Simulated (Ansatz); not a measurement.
**ZnH+: basis-set convergence**

One table from this session's results is given with a row withheld; the runs are named, their logs left out.

Computed with Ansatz 0.2.0, Gaussian basis. Level: one geometry, several basis sets.

Levels to be run: PBE0-D4/def2-SVP; ωB97M-V/def2-SVP; PBE0-D4/def2-QZVPP; ωB97M-V/def2-QZVPP; the functionals' def2-TZVPP values are taken from earlier runs.

## The geometry

All runs share one geometry, relaxed beforehand with PBE0-D4 in a triple-zeta def2 set.

SMILES `[ZnH+]`, 2 atoms, charge 1, spin multiplicity 1.

Atoms are counted from 1 here; the program's logs count them from 0.

Bond lengths: Zn1–H2 1.535 Å.

Set-up of the first run:

The input, in.yaml:

```yaml
crystal:
  periodic: [false, false, false]
  atoms:
    - {symbol: Zn, position_ang: [0.655111, -0.216222, 0.336363]}
    - {symbol: H, position_ang: [-0.655111, 0.216222, -0.336363]}
basis:
  gaussian: {orbitals: def2-SVP}
total_charge: 1
hamiltonian: {xc: pbe0, dispersion: d4}
output: {orbitals: {seedname: orbitals}}
```

Run with:

```sh
$ ansatz run in.yaml --threads 2 --pin off --events-out ev --progress --plain --max-ram 32768MiB --backend cpu
```

Among the steps run: PBE0-D4 in def2-SVP; ωB97M-V in def2-SVP; PBE0-D4 in def2-QZVPP; ωB97M-V in def2-QZVPP.

One table of the session follows, with a row left open; its other results are not shown here.

It belongs to the step «Density functionals: the series». 

```
functional       basis  HOMO (eV)  LUMO (eV)
   PBE0-D4    def2-SVP     -16.34      -9.97
   PBE0-D4  def2-TZVPP     -16.59     -10.17
   PBE0-D4  def2-QZVPP     -16.56     -10.16
   ωB97M-V    def2-SVP     -18.53      -7.98
   ωB97M-V  def2-TZVPP     -18.80      -8.23
   ωB97M-V  def2-QZVPP          ?          ?
```

**Question.** Estimate the row for ωB97M-V, def2-QZVPP.

As computed: HOMO (eV): -18.78; LUMO (eV): -8.19. In the column «HOMO (eV)» it lies between ωB97M-V, def2-TZVPP (-18.80) and ωB97M-V, def2-SVP (-18.53).
